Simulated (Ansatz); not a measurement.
Relaxation of a periodic cell of 17 atoms, Be (host Be, host structure hcp, interstitial Be), to a largest force component of 0.03 eV/Å in at most 60 steps.

The calculation used DFT PBE, scalar-relativistic, plane waves, PAW (Ansatz). Settings: cutoff 420 eV, k mesh 5x5x3, gaussian smearing 0.15 eV, no spin polarisation.

```xyz
17
Lattice="-2.2900 -3.9664 0.0000 3.4350 -1.9832 0.0000 0.0000 0.0000 7.1769" Properties=species:S:1:pos:R:3
Be 0.000 -3.966 0.000
Be 0.000 -2.644 1.794
Be 0.000 -3.966 3.588
Be 0.000 -2.644 5.383
Be -1.145 -1.983 0.000
Be 2.290 -2.644 1.794
Be -1.145 -1.983 3.588
Be 2.290 -2.644 5.383
Be 1.145 -1.983 0.000
Be 1.145 -0.661 1.794
Be 1.145 -1.983 3.588
Be 1.145 -0.661 5.383
Be 0.000 0.000 0.000
Be 1.145 -4.627 1.794
Be 0.000 0.000 3.588
Be 1.145 -4.627 5.383
Be 1.202 -3.336 0.932
```

Q: Where does it end, and by what steps?

A: The forces met the threshold. Limits of this set-up: coarse k mesh. After 10 steps the energy has fallen by 4.369 eV; Be6 moved furthest, 0.96 Å. Joined: Be3–Be6.

| step | energy less start (eV) | largest force component (eV/Å) | accepted |
| --- | --- | --- | --- |
| 0 | 0.0000 | 4.526 | yes |
| 1 | -1.7974 | 2.539 | yes |
| 2 | -3.1382 | 0.638 | yes |
| 3 | -3.4906 | 0.631 | yes |
| 4 | -3.6472 | 0.291 | yes |
| 5 | -3.8088 | 0.485 | yes |
| 6 | -3.9494 | 0.715 | yes |
| 7 | -3.9835 | 1.024 | yes |
| 8 | -4.2596 | 0.424 | yes |
| 9 | -4.3655 | 0.063 | yes |
| 10 | -4.3691 | 0.029 | yes |

```xyz
17
Lattice="-2.2900 -3.9664 0.0000 3.4350 -1.9832 0.0000 0.0000 0.0000 7.1769" Properties=species:S:1:pos:R:3
Be -0.038 -3.949 0.027
Be -0.332 -2.165 1.539
Be 0.138 -4.563 3.635
Be -0.158 -2.780 5.149
Be -1.298 -2.037 -0.231
Be 2.765 -2.374 2.585
Be -1.398 -1.877 3.448
Be 2.277 -2.566 5.076
Be 0.953 -2.045 -0.262
Be 1.297 -0.786 1.777
Be 0.800 -1.979 3.398
Be 1.140 -0.719 5.437
Be -0.185 -0.200 0.104
Be 1.206 -4.853 1.729
Be 0.637 0.207 3.774
Be 1.103 -4.701 5.409
Be 1.457 -2.971 1.399
```

Whether the end is a true minimum wasn't checked by a vibrational analysis.

Run time: 2.1 min on 1 thread of Arm Neoverse V1, on a shared host, peak memory 0.41 GiB.
